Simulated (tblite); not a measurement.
# GFN2-xTB (tblite) on Mg2NCl: a test of settings

Aim: start from a run with usual settings and see what each changed setting does to the results.

Computed with tblite 0.8.0 (GFN2-xTB (tblite), atoms fixed, no spin polarisation, unless a step's input says otherwise).

## (1) The system as given

Symmetry: R-3m, No. 166, trigonal system. Conventional cell: a = 3.293 Å, b = 3.293 Å, c = 17.814 Å, α = 90.00°, β = 90.00°, γ = 120.00°. Mg (site symmetry 3m) has 3 N at 2.15 Å and 3 Cl at 2.74 Å as nearest neighbours. N (site symmetry -3m) is surrounded by 6 Mg at 2.15 Å. Around Cl (site symmetry -3m) lie 6 Mg at 2.74 Å.

Coordinates:

```xyz
4
Lattice="1.6466 0.9507 5.9380 -1.6466 0.9507 5.9380 0.0000 -1.9013 5.9380" Properties=species:S:1:pos:R:3 pbc="T T T"
Mg    0.0000    0.0000    3.9709
Mg    0.0000    0.0000   13.8430
N     0.0000    0.0000    8.9069
Cl    0.0000    0.0000    0.0000
```

The structure type (database structure) is imposed and need not be the compound's stable one.

## (2) The reference run

run.py reads:

```python
import json
from ase import Atoms
from ase.build import make_supercell
from ase.units import Bohr, GPa, Hartree
from tblite.interface import Calculator

atoms = Atoms(['Mg', 'Mg', 'N', 'Cl'],
              cell=[[1.646613, 0.950672, 5.937962], [-1.646613, 0.950672, 5.937962], [-0.0, -1.901344, 5.937962]],
              scaled_positions=[[0.22291, 0.22291, 0.22291], [0.77709, 0.77709, 0.77709], [0.5, 0.5, 0.5], [0.0, 0.0, 0.0]],
              pbc=True)
cluster = make_supercell(atoms, [[3, -3, 0], [0, 3, -3], [1, 1, 1]])
calc = Calculator('GFN2-xTB', cluster.numbers, cluster.positions / Bohr, lattice=cluster.cell[:] / Bohr, periodic=cluster.pbc)
calc.set('temperature', 0.02 / Hartree)
calc.set('max-iter', 150)
res = calc.singlepoint()
levels = res.get('orbital-energies') * Hartree
nv = round(res.get('orbital-occupations').sum() / 2)
cells = len(cluster) // len(atoms)
out = {'energy_per_cell': res.get('energy') * Hartree / cells, 'homo': levels[nv - 1], 'lumo': levels[nv],
       'stress': (-res.get('virial') * Hartree / cluster.get_volume() / GPa).tolist(), 'charges': res.get('charges')[:len(atoms)].tolist(), 'electrons': 2 * nv / cells}
json.dump(out, open('results.json', 'w'))
for key, value in out.items():
    print(key, value)
```

Started as:

```sh
$ python run.py
```

What it wrote:

```text
------------------------------------------------------------
  cycle        total energy    energy error   density error
------------------------------------------------------------
      1     -208.0050485596  -2.0838432E+02   5.6603496E-01
      2     -234.3919090241  -2.6386860E+01   3.1589646E-01
      3     -236.8662841105  -2.4743751E+00   9.9622974E-02
      4     -237.1890293081  -3.2274520E-01   5.8247411E-02
      5     -237.1075072049   8.1522103E-02   4.5481690E-02
      6     -236.6332373239   4.7426988E-01   6.3919959E-02
      7     -236.8838241461  -2.5058682E-01   4.7474030E-02
      8     -237.0511465450  -1.6732240E-01   3.6217080E-02
      9     -237.2417672678  -1.9062072E-01   2.6095783E-03
     10     -237.2398499592   1.9173086E-03   4.0245873E-03
     11     -237.2400799566  -2.2999740E-04   4.2148543E-03
     12     -237.2412108989  -1.1309423E-03   3.1566703E-03
     13     -237.2425526052  -1.3417063E-03   8.1242269E-04
     14     -237.2426401213  -8.7516114E-05   1.3097137E-04
     15     -237.2426412554  -1.1341013E-06   7.3511006E-05
     16     -237.2426406366   6.1876878E-07   1.0309959E-04
     17     -237.2426407088  -7.2191227E-08   9.7990674E-05
     18     -237.2426395846   1.1241823E-06   1.3218015E-04
     19     -237.2426406943  -1.1097129E-06   9.6700812E-05
     20     -237.2426415693  -8.7498640E-07   5.4519333E-05
     21     -237.2426415545   1.4836758E-08   5.5088575E-05
     22     -237.2426419469  -3.9244640E-07   1.4717145E-05
------------------------------------------------------------

 total:                                  29.339 sec
energy_per_cell -239.10004116514955
homo -12.310386819639044
lumo -10.900873998021234
stress [[-24.94513848500495, -0.00019475927217275124, -3.0432231440227776e-06], [-0.00019475927217218211, -24.94534648955327, 4.108123826696835e-06], [-3.043223143701361e-06, 4.108123826608031e-06, -22.033961637310075]]
charges [0.24617190374551434, 0.24616905268744094, -0.37977447462425307, -0.11255967046746508]
electrons 16.0
```

It took 30 s on 1 thread of Arm Neoverse N1, shared host; peak memory 0.19 GiB.

Gap 1.41 eV; pressure -24.0 GPa. The 108 atoms of the cluster fold only a few k-points onto the zone centre, so gap and energy may not be converged in the cluster's size.

## (3) Change: mixer-damping = 0.7

Edit run.py of step 2 so:

```diff
@@ -14,2 +14,3 @@
 calc.set('max-iter', 150)
+calc.set('mixer-damping', 0.7)
 res = calc.singlepoint()
```

Started as:

```sh
$ python run.py
```

What it wrote:

```text
------------------------------------------------------------
  cycle        total energy    energy error   density error
------------------------------------------------------------
      1     -208.0050485596  -2.0838432E+02   5.6603496E-01
      2     -187.7132345711   2.0291814E+01   6.2770349E-01
      3     -229.8738431015  -4.2160609E+01   2.5285922E-01
      4     -237.1847869428  -7.3109438E+00   1.1304971E-01
      5     -237.1901308705  -5.3439277E-03   7.2503067E-02
      6     -237.1968330235  -6.7021530E-03   1.9121637E-02
      7     -237.2130542238  -1.6221200E-02   2.2390245E-02
      8     -237.2416735550  -2.8619331E-02   7.8091244E-03
      9     -237.2344298006   7.2437545E-03   6.6966298E-03
     10     -237.2424699213  -8.0401207E-03   1.0069926E-03
     11     -237.2423716479   9.8273353E-05   1.2821819E-03
     12     -237.2426092834  -2.3763545E-04   4.8445373E-04
     13     -237.2426351579  -2.5874489E-05   3.3927869E-04
     14     -237.2426355566  -3.9878842E-07   2.9730471E-04
     15     -237.2426396337  -4.0770906E-06   1.4802908E-04
     16     -237.2426409773  -1.3435522E-06   1.2333335E-04
     17     -237.2426419156  -9.3830815E-07   4.2340773E-05
     18     -237.2426417801   1.3551755E-07   5.3033649E-05
     19     -237.2426418947  -1.1463294E-07   3.3434165E-05
     20     -237.2426419315  -3.6778658E-08   2.7501068E-05
     21     -237.2426419235   7.9872393E-09   2.8375739E-05
     22     -237.2426418289   9.4554622E-08   3.4844670E-05
     23     -237.2426419354  -1.0647042E-07   2.5719005E-05
     24     -237.2426418621   7.3304562E-08   3.1085550E-05
     25     -237.2426419100  -4.7866934E-08   2.8605350E-05
     26     -237.2426419400  -2.9986637E-08   2.0255900E-05
     27     -237.2426419404  -4.6151172E-10   2.0019868E-05
     28     -237.2426419394   1.0523991E-09   2.0133093E-05
     29     -237.2426419421  -2.7235956E-09   1.8175709E-05
------------------------------------------------------------

 total:                                  32.247 sec
energy_per_cell -239.10004116026116
homo -12.31035497036987
lumo -10.90091264784751
stress [[-24.944983900149186, -0.00018809087178018146, -2.4294071874724435e-07], [-0.00018809087177958022, -24.94515767777877, -3.2440256727041937e-06], [-2.4294071899727625e-07, -3.2440256728259267e-06, -22.03342543860889]]
charges [0.2461387543013145, 0.24614043472017633, -0.37974267244591253, -0.11256347571125569]
electrons 16.0
```

Run time: 33 s. Hardware: 1 thread of Arm Neoverse N1, shared host; peak memory 0.19 GiB.

Against the reference run the gap moves by 0.00 eV and the energy by 0.0 meV/atom.

## (4) Change: accuracy = 10.0

Edit run.py of step 3 so:

```diff
@@ -14,3 +14,3 @@
 calc.set('max-iter', 150)
-calc.set('mixer-damping', 0.7)
+calc.set('accuracy', 10.0)
 res = calc.singlepoint()
```

Started as:

```sh
$ python run.py
```

What it wrote:

```text
------------------------------------------------------------
  cycle        total energy    energy error   density error
------------------------------------------------------------
      1     -208.0050502526  -2.0838432E+02   5.6603539E-01
      2     -234.3919053305  -2.6386855E+01   3.1589532E-01
      3     -236.8662791667  -2.4743738E+00   9.9622917E-02
      4     -237.1890250988  -3.2274593E-01   5.8246988E-02
      5     -237.1075064254   8.1518673E-02   4.5481265E-02
      6     -236.6332400565   4.7426637E-01   6.3919667E-02
      7     -236.8838272688  -2.5058721E-01   4.7473557E-02
      8     -237.0511496616  -1.6732239E-01   3.6216529E-02
      9     -237.2417632178  -1.9061356E-01   2.6096338E-03
     10     -237.2398460578   1.9171600E-03   4.0245292E-03
     11     -237.2400760261  -2.2996836E-04   4.2147505E-03
     12     -237.2412069053  -1.1308792E-03   3.1566062E-03
     13     -237.2425485566  -1.3416513E-03   8.1243790E-04
     14     -237.2426360773  -8.7520730E-05   1.3096632E-04
     15     -237.2426372113  -1.1340026E-06   7.3507822E-05
------------------------------------------------------------

 total:                                  24.787 sec
energy_per_cell -239.1000363924669
homo -12.310340799562596
lumo -10.900422782545458
stress [[-24.94693868418089, -0.00019843009466888624, -4.3357625789264055e-06], [-0.0001984300946687571, -24.947164480998644, 7.783507910396463e-06], [-4.33576257860829e-06, 7.783507910436242e-06, -22.03663256858949]]
charges [0.24634571133094874, 0.2463948620103703, -0.3799944918528262, -0.11259377827741347]
electrons 16.0
```

Run time: 26 s. Hardware: 1 thread of Arm Neoverse N1, shared host; peak memory 0.19 GiB.

Against the reference run the gap moves by 0.00 eV and the energy by 0.0 meV/atom.

## (5) Change: temperature = 0.001

Edit run.py of step 4 so:

```diff
@@ -12,5 +12,4 @@
 calc = Calculator('GFN2-xTB', cluster.numbers, cluster.positions / Bohr, lattice=cluster.cell[:] / Bohr, periodic=cluster.pbc)
-calc.set('temperature', 0.02 / Hartree)
+calc.set('temperature', 0.001 / Hartree)
 calc.set('max-iter', 150)
-calc.set('accuracy', 10.0)
 res = calc.singlepoint()
```

Started as:

```sh
$ python run.py
```

What it wrote:

```text
------------------------------------------------------------
  cycle        total energy    energy error   density error
------------------------------------------------------------
      1     -208.0050485596  -2.0838432E+02   5.6603496E-01
      2     -234.3919090241  -2.6386860E+01   3.1589646E-01
      3     -236.8662841105  -2.4743751E+00   9.9622974E-02
      4     -237.1890293081  -3.2274520E-01   5.8247411E-02
      5     -237.1075072049   8.1522103E-02   4.5481690E-02
      6     -236.6332373239   4.7426988E-01   6.3919959E-02
      7     -236.8838241462  -2.5058682E-01   4.7474030E-02
      8     -237.0511465450  -1.6732240E-01   3.6217080E-02
      9     -237.2417672678  -1.9062072E-01   2.6095783E-03
     10     -237.2398499592   1.9173086E-03   4.0245873E-03
     11     -237.2400799566  -2.2999740E-04   4.2148543E-03
     12     -237.2412108989  -1.1309423E-03   3.1566703E-03
     13     -237.2425526052  -1.3417063E-03   8.1242269E-04
     14     -237.2426401213  -8.7516114E-05   1.3097137E-04
     15     -237.2426412554  -1.1341011E-06   7.3511006E-05
     16     -237.2426406366   6.1876875E-07   1.0309959E-04
     17     -237.2426407088  -7.2191369E-08   9.7990674E-05
     18     -237.2426395846   1.1241824E-06   1.3218015E-04
     19     -237.2426406943  -1.1097130E-06   9.6700810E-05
     20     -237.2426415693  -8.7498626E-07   5.4519344E-05
     21     -237.2426415545   1.4836871E-08   5.5088586E-05
     22     -237.2426419469  -3.9244668E-07   1.4717144E-05
------------------------------------------------------------

 total:                                  29.343 sec
energy_per_cell -239.1000411651497
homo -12.310386819638577
lumo -10.900873998025016
stress [[-24.94513848499006, -0.00019475927226778763, -3.0432231348323613e-06], [-0.00019475927226713803, -24.94534648953877, 4.1081238848664956e-06], [-3.043223134924753e-06, 4.108123884901875e-06, -22.033961637280157]]
charges [0.2461719037458665, 0.24616905268552647, -0.3797744746215772, -0.11255967046718318]
electrons 16.0
```

Wall time 30 s (1 thread of Arm Neoverse N1, shared host); peak memory 0.19 GiB.

Against the reference run the gap moves by 0.00 eV and the energy by 0.0 meV/atom.

## (6) Change: temperature = 2.0

Edit run.py of step 5 so:

```diff
@@ -12,3 +12,3 @@
 calc = Calculator('GFN2-xTB', cluster.numbers, cluster.positions / Bohr, lattice=cluster.cell[:] / Bohr, periodic=cluster.pbc)
-calc.set('temperature', 0.001 / Hartree)
+calc.set('temperature', 2.0 / Hartree)
 calc.set('max-iter', 150)
```

Started as:

```sh
$ python run.py
```

What it wrote:

```text
------------------------------------------------------------
  cycle        total energy    energy error   density error
------------------------------------------------------------
      1     -219.6914100284  -2.2007068E+02   5.3052385E-01
      2     -237.6233984887  -1.7931988E+01   3.6455817E-01
      3     -240.4555720700  -2.8321736E+00   2.0598408E-01
      4     -243.5399729983  -3.0844009E+00   9.1047348E-02
      5     -243.5517283186  -1.1755320E-02   1.2324991E-01
      6     -242.5824433812   9.6928494E-01   1.3004263E-01
      7     -235.7108854227   6.8715580E+00   1.4215845E-01
      8     -242.9046036168  -7.1937182E+00   8.0152461E-02
      9     -243.2628062656  -3.5820265E-01   5.9015853E-02
     10     -243.5353401939  -2.7253393E-01   1.4457262E-02
     11     -243.5278723532   7.4678407E-03   1.4095032E-02
     12     -243.6030512911  -7.5178938E-02   8.5765022E-03
     13     -243.5924903828   1.0560908E-02   8.3038942E-03
     14     -243.6249555176  -3.2465135E-02   3.6782390E-03
     15     -243.6309954050  -6.0398874E-03   1.4073930E-03
     16     -243.6315149067  -5.1950168E-04   9.3736192E-04
     17     -243.6317081274  -1.9322068E-04   4.6501500E-04
     18     -243.6316395553   6.8572129E-05   4.9485406E-04
     19     -243.6315328211   1.0673417E-04   4.9978716E-04
     20     -243.6316847080  -1.5188696E-04   3.2304780E-04
     21     -243.6316683843   1.6323776E-05   3.4855226E-04
     22     -243.6317221504  -5.3766138E-05   2.3255169E-04
     23     -243.6317437312  -2.1580767E-05   1.7950907E-04
     24     -243.6317476584  -3.9271923E-06   1.7763268E-04
     25     -243.6317597689  -1.2110551E-05   1.0817303E-04
     26     -243.6317619489  -2.1799703E-06   1.0274080E-04
     27     -243.6317577879   4.1609849E-06   1.4074475E-04
[... 47 lines of this table left out ...]
     75     -243.6317625015  -1.8058586E-09   3.0012147E-05
     76     -243.6317624769   2.4541237E-08   3.4753590E-05
     77     -243.6317624011   7.5792570E-08   3.6275059E-05
     78     -243.6317623923   8.8693355E-09   3.3399126E-05
     79     -243.6317624031  -1.0860191E-08   3.2278125E-05
     80     -243.6317624769  -7.3759935E-08   2.6189336E-05
     81     -243.6317624981  -2.1245057E-08   2.5158647E-05
     82     -243.6317625006  -2.4170674E-09   2.5242015E-05
     83     -243.6317625021  -1.5336923E-09   2.3599851E-05
     84     -243.6317625030  -8.9033847E-10   2.3203711E-05
     85     -243.6317625068  -3.8419614E-09   2.2398205E-05
     86     -243.6317625050   1.8262654E-09   2.2566946E-05
     87     -243.6317625319  -2.6859510E-08   1.7772458E-05
------------------------------------------------------------

 total:                                  59.141 sec
energy_per_cell -245.53918289079206
homo -12.502835615879663
lumo -10.609985896248345
stress [[-7.126809589581927, -6.387363717362956e-05, -2.7623511708752197e-07], [-6.387363717332715e-05, -7.126891956822589, -5.2260636905982204e-06], [-2.7623511726633544e-07, -5.2260636905000095e-06, -7.281477937040427]]
charges [0.13443976928396972, 0.13444034947925176, -0.26656670332378174, -0.0012759240948203021]
electrons 16.0
```

Wall time 60 s (1 thread of Arm Neoverse N1, shared host); peak memory 0.19 GiB.

Against the reference run the gap moves by +0.48 eV and the energy by -1609.8 meV/atom. At a high electronic temperature the free energy holds a large −TS term.

## (7) Change: cluster = 1x1x1

Edit run.py of step 6 so:

```diff
@@ -10,5 +10,5 @@
               pbc=True)
-cluster = make_supercell(atoms, [[3, -3, 0], [0, 3, -3], [1, 1, 1]])
+cluster = make_supercell(atoms, [[1, -1, 0], [0, 1, -1], [1, 1, 1]])
 calc = Calculator('GFN2-xTB', cluster.numbers, cluster.positions / Bohr, lattice=cluster.cell[:] / Bohr, periodic=cluster.pbc)
-calc.set('temperature', 2.0 / Hartree)
+calc.set('temperature', 0.02 / Hartree)
 calc.set('max-iter', 150)
```

Started as:

```sh
$ python run.py
```

What it wrote:

```text
------------------------------------------------------------
  cycle        total energy    energy error   density error
------------------------------------------------------------
      1     -22.35144044110  -2.2393581E+01   5.5674317E-01
      2     -25.82762069327  -3.4761803E+00   2.3830250E+00
      3     -25.83142451939  -3.8038261E-03   2.3801363E+00
      4     -24.18686882318   1.6445557E+00   2.3476975E+00
      5     -25.40366002083  -1.2167912E+00   1.3630588E+00
      6     -26.28085199297  -8.7719197E-01   7.9828464E-02
      7     -26.21854577679   6.2306216E-02   5.3361997E-01
      8     -26.28610676745  -6.7560991E-02   8.6527216E-02
      9     -26.28713242468  -1.0256572E-03   4.7157473E-02
     10     -26.28866354293  -1.5311182E-03   1.8772607E-02
     11     -26.28862554360   3.7999335E-05   2.1240157E-02
     12     -26.28873030366  -1.0476006E-04   2.4940824E-03
     13     -26.28875137459  -2.1070931E-05   2.9173707E-03
     14     -26.28874934403   2.0305610E-06   1.7950878E-03
     15     -26.28875298496  -3.6409319E-06   1.7881346E-03
     16     -26.28875305695  -7.1987149E-08   8.9886552E-04
     17     -26.28875352754  -4.7058881E-07   8.6254305E-04
     18     -26.28875308387   4.4366255E-07   7.5347806E-04
     19     -26.28875320133  -1.1745617E-07   6.3610429E-04
     20     -26.28875319048   1.0847980E-08   6.6214993E-04
     21     -26.28875327966  -8.9177362E-08   1.7894525E-04
     22     -26.28875328587  -6.2094081E-09   1.6533695E-04
     23     -26.28875328429   1.5793056E-09   6.4014469E-05
     24     -26.28875329593  -1.1644634E-08   3.9615115E-05
     25     -26.28875329627  -3.3498537E-10   4.0293217E-05
     26     -26.28875329766  -1.3967032E-09   3.2285383E-05
     27     -26.28875329568   1.9849971E-09   4.2166484E-05
     28     -26.28875329557   1.1040768E-10   4.2242268E-05
     29     -26.28875329527   3.0077629E-10   3.0618936E-05
     30     -26.28875329589  -6.1881877E-10   2.6978861E-05
     31     -26.28875329672  -8.2863139E-10   1.7309188E-05
------------------------------------------------------------

 total:                                   2.546 sec
energy_per_cell -238.45113801876334
homo -11.945874106195324
lumo -9.857017436271425
stress [[-24.15946913831904, -9.838563067786711e-05, -7.415954860831654e-07], [-9.838563067838602e-05, -24.159533612244058, -4.029100618601337e-06], [-7.415954861758606e-07, -4.029100618638272e-06, -9.606518333149472]]
charges [0.23917265163525847, 0.23913560992902383, -0.24933025336439596, -0.22898502346303645]
electrons 16.0
```

It took 3.4 s on 1 thread of Arm Neoverse N1, shared host; peak memory 0.091 GiB.

Against the reference run the gap moves by +0.68 eV and the energy by +162.2 meV/atom. One cell at the zone centre alone can't describe the crystal.

## (8) Results

| change | ends | gap (eV) | energy (meV/atom) | pressure (GPa) | time |
| --- | --- | --- | --- | --- | --- |
| none | converged | 1.41 | 0 | -24.0 | 30 s |
| mixer-damping = 0.7 | converged | 0.00 | 0.0 | 0.0 | 33 s |
| accuracy = 10.0 | converged | 0.00 | 0.0 | 0.0 | 26 s |
| temperature = 0.001 | converged | 0.00 | 0.0 | 0.0 | 30 s |
| temperature = 2.0 | converged | +0.48 | -1609.8 | +16.8 | 60 s |
| cluster = 1x1x1 | converged | +0.68 | +162.2 | +4.7 | 3.4 s |

The first row holds values, the others changes from it. Keys are the program's: temperature in eV (tblite) or K (CP2K), cutoffs in Ry, CUTOFP in Å. Among the numerical settings, temperature = 2.0 moves the energy most (-1609.8 meV/atom). The changed runs test settings; they are no properties of the crystal.
